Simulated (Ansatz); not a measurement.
# C2H11AlOSi2: the cost of one run

All numbers below are computed with Ansatz 0.2.0 (RKS B3LYP/STO-3G).

## (1) Starting point

Bond lengths (14 of 16 bonds, heavy atoms first): C1–O2 1.344 Å, O2–Si3 1.724 Å, Si3–C4 1.946 Å, Si3–Al5 2.366 Å, Al5–Si6 2.374 Å, C1–H7 1.094 Å, C1–H8 1.177 Å, C1–H9 1.162 Å, Si3–H10 1.425 Å, C4–H11 1.037 Å, C4–H12 1.134 Å, C4–H13 1.054 Å, Al5–H14 1.577 Å, Si6–H15 1.453 Å. Angles (14 of 28 angles, heavy atoms first): C1–O2–Si3 107.6°, O2–Si3–C4 109.3°, O2–Si3–Al5 110.4°, C4–Si3–Al5 105.7°, Si3–Al5–Si6 119.6°, O2–C1–H7 114.8°, O2–C1–H8 110.8°, O2–C1–H9 109.6°, O2–Si3–H10 112.4°, C4–Si3–H10 108.9°, Al5–Si3–H10 110.0°, Si3–C4–H11 108.8°, Si3–C4–H12 104.9°, Si3–C4–H13 105.4°.

Its coordinates follow in the input file.

## (2) End point A

Contents of input.yaml:

```yaml
crystal:
  periodic: [false, false, false]
  atoms:
    - { symbol: C, position_ang: [-1.9884, -0.7935, 0.8183] }
    - { symbol: O, position_ang: [-0.7548, -1.066, 1.2781] }
    - { symbol: Si, position_ang: [0.3255, -1.0183, -0.0642] }
    - { symbol: C, position_ang: [1.8714, -2.1382, 0.3152] }
    - { symbol: Al, position_ang: [1.177, 1.1689, -0.359] }
    - { symbol: Si, position_ang: [-0.3092, 2.944, -0.8862] }
    - { symbol: H, position_ang: [-2.3711, -1.5048, 0.0798] }
    - { symbol: H, position_ang: [-2.0344, 0.2907, 0.3616] }
    - { symbol: H, position_ang: [-2.7342, -0.7441, 1.7079] }
    - { symbol: H, position_ang: [-0.2871, -1.4687, -1.2698] }
    - { symbol: H, position_ang: [2.5059, -2.1193, -0.5046] }
    - { symbol: H, position_ang: [1.4465, -3.1777, 0.4712] }
    - { symbol: H, position_ang: [2.254, -1.7853, 1.2313] }
    - { symbol: H, position_ang: [2.7101, 1.4831, -0.1624] }
    - { symbol: H, position_ang: [0.0921, 3.5102, -2.1628] }
    - { symbol: H, position_ang: [-1.6709, 2.4384, -0.9832] }
    - { symbol: H, position_ang: [-0.2513, 3.9803, 0.169] }
basis:
  gaussian: { orbitals: STO-3G }
hamiltonian:
  xc: b3lyp
relax:
  f_tol: 0.015
  max_steps: 40
```

Run with:

```
ansatz run input.yaml --threads 1 --pin off --max-ram 2048MiB --backend cpu --events-out ev --progress --plain --runs-dir out
```

**Question.** How long does this run take on 1 thread of Arm Neoverse V1, shared host, and how much memory does it need?

About 56 s, with a peak of 0.16 GiB.
